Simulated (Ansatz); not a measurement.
# C2H7O2Y: up Jacob's ladder to CCSD(T)

The task here is to estimate one member of a computed series from the others.

The runs use Ansatz 0.2.0, Gaussian basis; functionals in def2-TZVPP, the program's frozen cores in correlated methods.

Levels to be run: LDA (SPW92), PBE-D4, revPBE-D4, BLYP-D4, r2SCAN-D4, B97M-V, PBE0-D4, B3LYP-D4, r2SCANh-D4, r2SCAN0-D4, HSE06-D4, BHLYP-D4, CAM-B3LYP-D4, LC-ωPBE, ωB97X-V, ωB97M-V, B2PLYP, PBE-QIDH; CCSD(T)/def2-SVP; CCSD(T)/def2-TZVPP; MP2/def2-QZVPP; extrapolation to the limit; RPA on PBE.

2 further runs of the same task are left out: 2 for a known fault of the program.

### Structure used throughout

The geometry comes from an earlier relaxation with PBE0-D4 in a triple-zeta def2 set; it is a stationary point, not always the lowest conformer. Y takes the def2 core potential; no spin-orbit term is included.

12 atoms, charge 0, spin multiplicity 1.

Atoms are counted from 1 here; the program's logs count them from 0.

Bond lengths: C1–O2 1.386 Å, C1–H6 1.098 Å, C1–H7 1.098 Å, C1–H8 1.098 Å, O2–Y3 2.018 Å, Y3–C4 2.379 Å, Y3–O5 2.022 Å, C4–H9 1.100 Å, C4–H10 1.098 Å, C4–H11 1.098 Å, O5–H12 0.952 Å. Angles: O2–C1–H6 111.6°, O2–C1–H7 111.3°, O2–C1–H8 111.2°, H6–C1–H7 107.6°, H6–C1–H8 107.6°, H7–C1–H8 107.3°, C1–O2–Y3 173.6°, O2–Y3–C4 114.8°, O2–Y3–O5 124.5°, C4–Y3–O5 116.0°, Y3–C4–H9 110.9°, Y3–C4–H10 113.7°, Y3–C4–H11 113.6°, H9–C4–H10 105.6°, H9–C4–H11 105.6°, H10–C4–H11 106.8°, Y3–O5–H12 172.0°.

Set-up of the first run:

Input file in.yaml:

```yaml
crystal:
  periodic: [false, false, false]
  atoms:
    - {symbol: C, position_ang: [-1.975213, 1.676728, 0.611950]}
    - {symbol: O, position_ang: [-0.997969, 0.864002, 0.060217]}
    - {symbol: Y, position_ang: [0.557899, -0.137262, -0.745349]}
    - {symbol: C, position_ang: [1.004652, -2.253286, 0.246714]}
    - {symbol: O, position_ang: [2.105116, 0.734464, -1.711420]}
    - {symbol: H, position_ang: [-1.937687, 2.693357, 0.197986]}
    - {symbol: H, position_ang: [-1.858296, 1.756758, 1.700408]}
    - {symbol: H, position_ang: [-2.979128, 1.276378, 0.419222]}
    - {symbol: H, position_ang: [1.526974, -2.134402, 1.207337]}
    - {symbol: H, position_ang: [1.650768, -2.898806, -0.362998]}
    - {symbol: H, position_ang: [0.099733, -2.832958, 0.473324]}
    - {symbol: H, position_ang: [2.803131, 1.255007, -2.097379]}
basis:
  gaussian: {orbitals: def2-TZVPP}
hamiltonian: {xc: lda}
output: {orbitals: {seedname: orbitals}}
```

On the command line:

```sh
$ ansatz run in.yaml --threads 4 --pin off --events-out ev --progress --plain --max-ram 10444MiB
```

Among the steps run: LDA; PBE-D4 (GGA); revPBE-D4 (GGA); BLYP-D4 (GGA); r2SCAN-D4 (meta-GGA); B97M-V (meta-GGA); B3LYP-D4 (hybrid); r2SCANh-D4 (hybrid); r2SCAN0-D4 (hybrid); HSE06-D4 (hybrid); BHLYP-D4 (hybrid); CAM-B3LYP-D4 (range-separated); LC-ωPBE (range-separated); ωB97X-V (range-separated); ωB97M-V (range-separated); B2PLYP (double hybrid); PBE-QIDH (double hybrid).

One of the session's tables, all rows but one given; the rest of the session is left out.

It belongs to the step «Orbital energies across the functionals». 

```
  functional  HOMO (eV)  LUMO (eV)  gap (eV)
 LDA (SPW92)      -5.13      -2.42      2.71
      PBE-D4      -4.97      -2.26      2.71
   revPBE-D4      -4.90      -2.15      2.74
     BLYP-D4      -4.84      -2.29      2.54
   r2SCAN-D4      -5.16      -1.79      3.38
      B97M-V      -5.25      -2.12      3.13
     PBE0-D4      -6.21      -1.51      4.70
    B3LYP-D4          ?          ?         ?
  r2SCANh-D4      -5.64      -1.56      4.08
  r2SCAN0-D4      -6.36      -1.23      5.13
    HSE06-D4      -5.81      -1.87      3.94
    BHLYP-D4      -7.36      -1.02      6.35
CAM-B3LYP-D4      -7.58      -0.84      6.74
     LC-ωPBE      -8.95       0.32      9.27
     ωB97X-V      -8.60       0.14      8.74
     ωB97M-V      -8.49      -0.36      8.14
```

Estimate the missing values for B3LYP-D4.

Worked estimate for «HOMO (eV)». Against the share of exact exchange, BLYP-D4 (0, -4.84), BHLYP-D4 (0.5, -7.36) give a slope of -5.04 per unit share; at 0.2 the line stands at -5.85.

**Answer.** HOMO (eV): -5.99; LUMO (eV): -1.86; gap (eV): 4.13. In «HOMO (eV)» the line misses by +0.14.
